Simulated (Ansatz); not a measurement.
## PdAu3 under changes of volume

One of the cells (16.864 Å³/atom); the others are scaled copies at fixed shape and fractional positions:

```xyz
4
Lattice="-2.0526 2.0526 4.0026 2.0526 -2.0526 4.0026 2.0526 2.0526 -4.0026" Properties=species:S:1:pos:R:3 pbc="T T T"
Au    0.0000    0.0000    4.0026
Au    2.0526    0.0000    2.0013
Au    0.0000    2.0526    2.0013
Pd    0.0000    0.0000    0.0000
```

The cell comes from a database or a generator and needn't be the stable form of this composition.

| Item | Value |
| --- | --- |
| Program | Ansatz 0.2.0 |
| Functional | PBEsol |
| Potentials or basis | all-electron LAPW, scalar-relativistic |
| Cutoff | 252 eV (chosen from the basis error) |
| Basis error allowed | 0.001 eV/atom |
| k mesh | 9 × 9 × 9 |
| Occupations | fermi-dirac, width 0.05 eV |
| Spin | no spin polarisation |

```csv
volume (Å³/atom),energy over the lowest point (meV/atom),pressure (GPa)
15.852,7.75,5.9
16.189,0.00,1.6
16.527,0.67,-2.1
16.864,?,?
17.201,23.05,-8.2
17.538,42.96,-10.6
17.876,67.66,-12.8
```

**Question.** What does the run at 16.864 Å³/atom give?

**Answer.** Energy over the lowest point 8.67 meV/atom; pressure -5.4 GPa.

Worked out: A Birch-Murnaghan fit of order 3 (a polynomial in V^(-2/3)) to the other rows has its minimum at 16.33 Å³/atom with B0 = V·E''(V) = 183 GPa and B' = 5.8 at fixed shape and positions, which overstates the stiffness. It gives 8.69 meV/atom at 16.864 Å³/atom, against the run's 8.67, and -dE/dV = -5.4 GPa, against -5.4.

Energies are extrapolated to zero smearing.

The runs don't all hold the same shells in valence.
